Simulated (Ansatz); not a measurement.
# Al2Cl2F2H2O2: shape, modes and thermochemistry

What shape does Al2Cl2F2H2O2 take? The plan is to relax it, then compute its harmonic vibrations to see whether it is a minimum and to get the zero-point energy and entropy, and look at its orbitals and charge.

Method: RKS PBE0-D4/def2-TZVP; program: Ansatz 0.2.0, Gaussian basis.

Levels to be run: relaxation at PBE0-D4/def2-TZVP; harmonic vibrations at the same level; a single point in def2-TZVPP for the fields.

## 1. Where the work starts

SMILES `[F][Al-]1([Cl])[OH+][Al-]([F])([Cl])[OH+]1`, 10 atoms, charge 0, spin multiplicity 1.

Atoms are counted from 1 here; the program's logs count them from 0.

Bond lengths: F1–Al2 1.649 Å, Al2–Cl3 2.015 Å, Al2–O4 1.827 Å, Al2–O8 1.828 Å, O4–Al5 1.828 Å, O4–H9 0.956 Å, Al5–F6 1.650 Å, Al5–Cl7 2.016 Å, Al5–O8 1.826 Å, O8–H10 0.956 Å. Angles: F1–Al2–Cl3 124.7°, F1–Al2–O4 106.1°, F1–Al2–O8 105.8°, Cl3–Al2–O4 114.5°, Cl3–Al2–O8 114.6°, O4–Al2–O8 83.2°, Al2–O4–Al5 96.8°, Al2–O4–H9 131.7°, Al5–O4–H9 131.5°, O4–Al5–F6 105.8°, O4–Al5–Cl7 114.7°, O4–Al5–O8 83.2°, F6–Al5–Cl7 124.6°, F6–Al5–O8 106.1°, Cl7–Al5–O8 114.6°, Al2–O8–Al5 96.8°, Al2–O8–H10 131.4°, Al5–O8–H10 131.7°.

The start is a GFN2-xTB geometry.

## 2. Optimising with PBE0-D4/def2-TZVP

in.yaml

```yaml
crystal:
  periodic: [false, false, false]
  atoms:
    - {symbol: F, position_ang: [-0.579430, -2.264010, 0.899000]}
    - {symbol: Al, position_ang: [-0.862600, -0.640170, 0.846100]}
    - {symbol: Cl, position_ang: [-2.296010, 0.310030, 1.897010]}
    - {symbol: O, position_ang: [-0.777290, -0.167120, -0.916150]}
    - {symbol: Al, position_ang: [0.859420, 0.644410, -0.844000]}
    - {symbol: F, position_ang: [0.558830, 2.266140, -0.881730]}
    - {symbol: Cl, position_ang: [2.302620, -0.276290, -1.907880]}
    - {symbol: O, position_ang: [0.782760, 0.154460, 0.913440]}
    - {symbol: H, position_ang: [-1.390960, -0.293030, -1.638690]}
    - {symbol: H, position_ang: [1.402650, 0.265580, 1.632910]}
basis:
  gaussian: {orbitals: def2-TZVP}
hamiltonian: {xc: pbe0, dispersion: d4}
relax: {f_tol: 0.005, max_steps: 150}
```

Command:

```sh
> ansatz run in.yaml --threads 4 --pin off --events-out ev --progress --plain --max-ram 11315MiB
```

Further steps of the session: Vibrations by finite differences; A single point for the fields.

**Question.** What will the summary of the whole plan be? Wanted: point group; shift from the start; total energy; dispersion term; dipole moment; lowest, highest wavenumber; zero-point energy; HOMO, LUMO.

The runs gave:

```
                  quantity            value
               point group               Ci
                     steps               20
shift from the start (rms)          0.206 Å
              total energy   -47795.3933 eV
           dispersion term         -286 meV
             dipole moment           0.00 D
lowest, highest wavenumber    45, 3931 cm⁻¹
         zero-point energy    24.9 kcal/mol
       entropy at 298.15 K  439.8 J/(mol K)
                HOMO, LUMO  -9.37, -0.86 eV
```

What this shows: The atoms moved 0.21 Å (rms) from the start; the bond that changed most is Al2–Cl3, from 2.015 to 2.085 Å. All wavenumbers are real, so the end point is a minimum. The stiffest mode, 3931 cm⁻¹, is an O–H stretch, and 7 modes under 200 cm⁻¹ make the vibrational entropy uncertain. Harmonic hybrid wavenumbers usually lie a few per cent above measured fundamentals. The largest Mulliken charge, +0.67 e, sits on Al2. The HOMO lies mostly on Cl3, Cl7 about 46 % each and the LUMO on H9, H10 about 20 % each; Al2, Al5 about 9 % each.
